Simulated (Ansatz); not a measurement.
# CH7BSn: the cost of one run

Computed with Ansatz 0.2.0 through its Python package. Level of theory: PBE0/x2c-TZVPPall.

## Step 1: The system

Bond lengths: B1–C2 1.540 Å, C2–Sn3 2.123 Å, B1–H4 1.127 Å, B1–H5 1.238 Å, C2–H6 1.128 Å, C2–H7 1.121 Å, Sn3–H8 1.725 Å, Sn3–H9 1.780 Å, Sn3–H10 1.792 Å. Angles (14 of 15 angles, heavy atoms first): B1–C2–Sn3 107.4°, B1–C2–H6 111.5°, B1–C2–H7 110.5°, Sn3–C2–H6 109.8°, Sn3–C2–H7 109.1°, C2–B1–H4 121.6°, C2–B1–H5 119.2°, C2–Sn3–H8 110.4°, C2–Sn3–H9 110.8°, C2–Sn3–H10 109.6°, H6–C2–H7 108.4°, H4–B1–H5 119.1°, H8–Sn3–H9 111.6°, H8–Sn3–H10 107.5°.

The script reads ch7bsn.xyz:

```xyz
10

B    -1.28870    0.31110   -0.90700
C     0.19250    0.60780   -0.60640
Sn    0.77750   -0.64300    1.00590
H    -1.62990   -0.70810   -1.24740
H    -2.11370    1.23290   -0.84800
H     0.34930    1.68950   -0.32830
H     0.82870    0.37610   -1.50040
H     0.60070   -2.30350    0.57300
H    -0.14070   -0.24690    2.47880
H     2.50740   -0.36700    1.38280
```

## Step 2: The script

Contents of spin_ch7bsn.py:

```python
"""Gap between spin states of CH7BSn at one geometry."""

import ansatz as az

molecule = az.Crystal.molecule_from_extxyz("ch7bsn.xyz")

calculation = (
    molecule.calculation()
    .basis(gaussian="x2c-TZVPPall")
    .functional("PBE0")
)
found = {}
for unpaired in [0, 2]:
    r = calculation.spin("collinear", total=unpaired).run(threads=1, backend="cpu").report
    s = unpaired / 2
    found[unpaired] = r["free_energy_ev"]
    print(f"2S+1 = {unpaired + 1}: E = {found[unpaired]:.5f} eV, <S^2> = {abs(r['mean_field']['state']['spin_squared']):.3f} (pure state {s * (s + 1):.2f})")
lowest = min(found, key=found.get)
for unpaired, e in found.items():
    print(f"multiplicity {unpaired + 1}: {23.060548 * (e - found[lowest]):.1f} kcal/mol above the lowest")
```

## Step 3: Launch

Started as:

```
$ python spin_ch7bsn.py
```

**Question.** How long does this script take on 1 thread of Arm Neoverse V1, shared host, and how much memory does it need?

About 50 s, with a peak of 0.76 GiB.
